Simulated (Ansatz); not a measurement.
# H10CO5: the cost of one run

All numbers below are computed with Ansatz 0.2.0 (DFT PBE+D3(BJ), plane waves, PAW, scalar-relativistic, no spin polarisation).

### 1 The system as given

The cell holds 16 atoms (CH10O5): a = 5.461 Å, b = 5.461 Å, c = 5.461 Å, α = 90.00°, β = 90.00°, γ = 90.00°.

As a file:

```xyz
16
Lattice="5.4614 0.0000 0.0000 0.0000 5.4614 0.0000 0.0000 0.0000 5.4614" Properties=species:S:1:pos:R:3 pbc="T T T"
O     3.8455    4.7328    5.3611
H     3.4444    5.2430    4.6421
H     4.2529    3.9769    4.9130
O     0.6872   -0.1111    3.3427
H     0.2808    0.7511    3.1703
H     0.8620   -0.4685    2.4596
O     5.2416    2.7968    3.5071
H     4.6760    2.0463    3.7415
H     4.6760    3.3512    2.9495
O     2.2472    1.1522    0.3870
H     2.6946    1.9886    0.1911
H     1.9183    0.8552   -0.4743
O     0.7658    1.7633    1.8305
C     0.9449    2.9697    1.7950
H     0.1937    3.6632    1.3792
H     1.8687    3.4380    2.1765
```

### 2 Preparing the start

input.yaml reads:

```yaml
crystal:
  lattice:
    - [5.461438, 0.0, 0.0]
    - [0.0, 5.461438, 0.0]
    - [0.0, 0.0, 5.461438]
  atoms:
    - { symbol: O, position: [0.7041136, 0.8665869, 0.9816227] }
    - { symbol: H, position: [0.6306689, 0.9600123, 0.8499822] }
    - { symbol: H, position: [0.7787093, 0.7281823, 0.8995781] }
    - { symbol: O, position: [0.1258299, -0.0203363, 0.612051] }
    - { symbol: H, position: [0.0514223, 0.1375202, 0.5804841] }
    - { symbol: H, position: [0.1578365, -0.0857839, 0.4503604] }
    - { symbol: O, position: [0.9597451, 0.5121022, 0.6421534] }
    - { symbol: H, position: [0.8561931, 0.3746754, 0.6850775] }
    - { symbol: H, position: [0.8561862, 0.6136129, 0.5400613] }
    - { symbol: O, position: [0.4114684, 0.2109712, 0.0708525] }
    - { symbol: H, position: [0.4933955, 0.3641183, 0.0349975] }
    - { symbol: H, position: [0.3512413, 0.1565883, -0.0868398] }
    - { symbol: O, position: [0.1402204, 0.3228601, 0.3351734] }
    - { symbol: C, position: [0.1730198, 0.5437488, 0.3286632] }
    - { symbol: H, position: [0.0354606, 0.6707381, 0.2525299] }
    - { symbol: H, position: [0.3421683, 0.6294986, 0.3985264] }
basis:
  ecutwfc: 420.0
kpoints:
  mp_grid: { grid: [1, 1, 1] }
hamiltonian:
  xc: pbe
  dispersion: d3bj
scf:
  occupations: { method: fermi_dirac, width: 0.02 }
  lower_state_search: "off"
relax:
  f_tol: 0.3
  max_steps: 15
  adjacent_minimum: "off"
output:
  write_density: true
  write_potential: true
  elf: true
  volumetric_format: npy
```

On the command line:

```sh
> ansatz run input.yaml --threads 1 --pin off --max-ram 3072MiB --backend cpu --events-out ev --progress --plain --runs-dir out
```

What time and memory should one allow on 1 thread of Arm Neoverse V1, shared host?

About 18 s, with a peak of 0.31 GiB.
